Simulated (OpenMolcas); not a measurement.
**B²⁺: RASSCF and RASPT2 terms and fine-structure levels**

Wanted: the level scheme of B²⁺ from active-space wave functions, then second-order correlation under several settings.

Program: OpenMolcas 26.06. Level of theory: state-averaged RASSCF and RASPT2, spin-orbit coupling by RASSI with atomic mean-field integrals. These are calculated values, not measurements, unless marked.

## 1. The system

| Quantity | Value |
| --- | --- |
| Species | B²⁺ (boron, Z = 5, 3 electrons) |
| Basis | ANO-RCC-VTZP [4s3p2d1f], 30 functions |
| Scalar Hamiltonian | DKH3, point nucleus |
| Inactive shells | 1s |
| Active space | 1 electron in 9 orbitals (RAS2 2s 2p; RAS3 3d, at most 1 electrons) |
| Some configurations of this space | 2p, 2s |
| Orbitals | optimised for each spin and parity, averaged over the low roots |

The outer shells:

2p
```
2p [↑ ][  ][  ]
```

2s
```
2s [↑ ]
```

Each step is its own input file, run in one work folder so that later steps find the files of earlier ones. Labels, J, g values, rates, χT and fits are worked out afterwards by a script from the matrices that RASSI stores.

## 2. GATEWAY and SEWARD: basis and integrals

File a.inp:

```
&GATEWAY
Coord
1

B 0.0 0.0 0.0
Basis=ANO-RCC-VTZP
Group=XYZ
NoMove
AngMom=0.0 0.0 0.0
AMFI
&SEWARD
Relativistic=R03O02
```

Run with:

```
OMP_NUM_THREADS=1 MOLCAS_MEM=2252 MOLCAS_PROJECT=a pymolcas a.inp > a.log
```

## 3. A small preliminary run for start orbitals

File a.inp:

```
&RASSCF
FileOrb=start.orb
Symmetry=1
Spin=2
nActEl=1 0 0
Inactive=1 0
Ras2=1 3
CIRoot=1 1 1
SDav=1
CIMx=300
Iter=120 100
PrWF=0.3
OrbListing=Nothing
MaxOrb=0
Atom
>>> COPY $Project.JobIph JOBPRE
```

## 4. Reference wave functions, doublets of even parity, 1 root

File a.inp:

```
&RASSCF
FileOrb=start.orb
Symmetry=1
Spin=2
nActEl=1 0 1
Inactive=1 0
Ras2=1 3
Ras3=5 0
CIRoot=1 1 1
SDav=6
CIMx=300
Iter=120 100
PrWF=0.3
OrbListing=Nothing
MaxOrb=0
Thrs=2.0e-7 1.0e-1 5.0e-4
Atom
>>> COPY $Project.JobIph JOB001
```

## 5. Reference wave functions, doublets of odd parity, 3 roots

File a.inp:

```
&RASSCF
FileOrb=start.orb
Symmetry=2
Spin=2
nActEl=1 0 1
Inactive=1 0
Ras2=1 3
Ras3=5 0
CIRoot=3 3 1
SDav=3
CIMx=300
Iter=120 100
PrWF=0.3
OrbListing=Nothing
MaxOrb=0
Thrs=2.0e-7 1.0e-1 5.0e-4
Atom
>>> COPY $Project.JobIph JOB002
```

## 6. RASSI: spin-orbit coupling between the states

File a.inp:

```
&RASSI
NrOfJobIphs=2 1 3
1
1 2 3
IphNames
JOB001
JOB002
EJob
SpinOrbit
DIPRint=1.0
SOCoupling=1000.0
Subsets=2
MEES
Property=10
'ANGMOM' 1 'ANGMOM' 2 'ANGMOM' 3 'MLTPL  1' 1 'MLTPL  1' 2 'MLTPL  1' 3
'AMFI' 1 'AMFI' 2 'AMFI' 3 'MLTPL  2' 6
SOProperty=3
'ANGMOM' 1 'ANGMOM' 2 'ANGMOM' 3
```

## 7. CASPT2: IPEA 0, sigma1 regulariser 0.05 (closed shells correlated: 1s)

File a.inp:

```
>>> COPY JOB001 $Project.JobIph
&CASPT2
Multistate=1 1
Frozen=0 0
IPEA=0.0
Sig1=0.05
MaxIter=60
WThr=0.0 0.3 0.05
PrWF=0.5
NoMix
>>> COPY JOB002 $Project.JobIph
&CASPT2
Multistate=3 1 2 3
Frozen=0 0
IPEA=0.0
Sig1=0.05
MaxIter=60
WThr=0.0 0.3 0.05
PrWF=0.5
NoMix
```

## 8. CASPT2: IPEA 0.75, imaginary shift 0.1 (closed shells correlated: 1s), extended multistate

File a.inp:

```
>>> COPY JOB001 $Project.JobIph
&CASPT2
Multistate=1 1
Frozen=0 0
IPEA=0.75
Imaginary=0.1
MaxIter=60
WThr=0.0 0.3 0.05
PrWF=0.5
NoMix
>>> COPY JOB002 $Project.JobIph
&CASPT2
XMultistate=3 1 2 3
Frozen=0 0
IPEA=0.75
Imaginary=0.1
MaxIter=60
WThr=0.0 0.3 0.05
PrWF=0.5
NoMix
```

## 9. CASPT2: IPEA 0.6, real shift 0.5 (closed shells correlated: 1s)

File a.inp:

```
>>> COPY JOB001 $Project.JobIph
&CASPT2
Multistate=1 1
Frozen=0 0
IPEA=0.6
Shift=0.5
MaxIter=60
WThr=0.0 0.3 0.05
PrWF=0.5
NoMix
>>> COPY JOB002 $Project.JobIph
&CASPT2
Multistate=3 1 2 3
Frozen=0 0
IPEA=0.6
Shift=0.5
MaxIter=60
WThr=0.0 0.3 0.05
PrWF=0.5
NoMix
```

(Steps that only read results are left out.)

**Question.** What will these runs give? Wanted: lowest level; first excited level; strongest of the lines computed, by gA, at SS-RASPT2 energies.

The runs gave:

| quantity | value |
| --- | --- |
| method | SS-RASPT2, IPEA 0, sigma1 regulariser 0.05 (closed shells correlated: 1s) |
| lowest level | 2s 2S 1/2, 100 % of that term, g = 2.002 |
| ground level listed by NIST | 2S1/2 |
| first excited level | 2p 2P* 1/2 at 48720 cm-1 |
| strongest of the lines computed, by gA, at SS-RASPT2 energies | 2p 2P* 3/2 → 2s 2S 1/2, 205.1 nm, A = 2.01e+08 s⁻¹ |

Cost and accuracy by method:

| method | time of its own steps | time with the reference | mean absolute difference from the measured levels (cm-1) |
| --- | --- | --- | --- |
| A. RASSCF | 6.2 s | 6.2 s | 690 |
| B. SS-RASPT2, IPEA 0, sigma1 regulariser 0.05, +1s | 0.83 s | 7 s | 360 |
| C. XMS-RASPT2, IPEA 0.75, imaginary shift 0.1, +1s | 0.83 s | 7 s | 340 |
| D. SS-RASPT2, IPEA 0.6, real shift 0.5, +1s | 0.88 s | 7 s | 360 |

Times are of one thread on a shared host.

**Reading.** Method C lies closest to the measured levels (340 cm⁻¹ on average) and A farthest (690). Only the configurations of the active space and the roots asked for are present. Not all states of the active space went into the spin-orbit step. The levels of the extra active shells were not computed. Only valence configurations of the active space appear, up to the ionisation limit; * or ° marks odd parity.
